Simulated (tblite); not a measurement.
# C4H12B2: the cost of one run

Computed with tblite 0.8.0 and PySCF 2.14.0, with density-fitted response routines of our own, on a single molecule in the gas phase. Atoms count from 0, in the outputs and in this text.

### Step 1. The starting structure

18 atoms, charge 0, multiplicity 1; geometry from: force field or distance geometry start.

Bonds of the start (Å): B0–C1 1.59, C1–B2 1.61, B2–C3 1.59, C3–C4 1.54, C4–C5 1.52, B0–H6 1.17, B0–H7 1.19, C1–H8 1.09, C1–H9 1.10, B2–H10 1.18, C3–H11 1.11, C3–H12 1.09, C4–H13 1.11, C4–H14 1.10, C5–H15 1.10, C5–H16 1.12, C5–H17 1.12.

### Step 2. Relaxing the molecule with GFN2-xTB

Job settings and geometry (Å):

```
{"job": {"kind": "relax", "xc": "GFN2-xTB", "basis": "xTB"}, "charge": 0, "multiplicity": 1}
B     -2.752000    -0.436600     0.638300
C     -2.001000     0.547300    -0.361100
B     -0.727200     1.174000     0.388700
C      0.749600     0.882300    -0.119300
C      1.112200    -0.603600     0.088100
C      2.540000    -0.877500    -0.372000
H     -2.215100    -1.388200     1.063500
H     -3.877500    -0.213000     0.939600
H     -2.672900     1.353500    -0.672300
H     -1.675400    -0.030200    -1.240700
H     -0.908100     1.907500     1.296700
H      1.445600     1.506200     0.476900
H      0.826700     1.154600    -1.173200
H      0.429800    -1.244800    -0.514800
H      1.013100    -0.870200     1.155800
H      2.661900    -0.630400    -1.434100
H      3.261400    -0.267500     0.230000
H      2.780100    -1.957200    -0.221700
```

Command:

```console
$ OMP_NUM_THREADS=1 python probes_run.py task.json out
```

The driver reads the jobs from task.json and runs them one after another.

Q: Estimate the wall time of this first job on 1 thread of Arm Neoverse N1, shared host.

About 1.5 s.
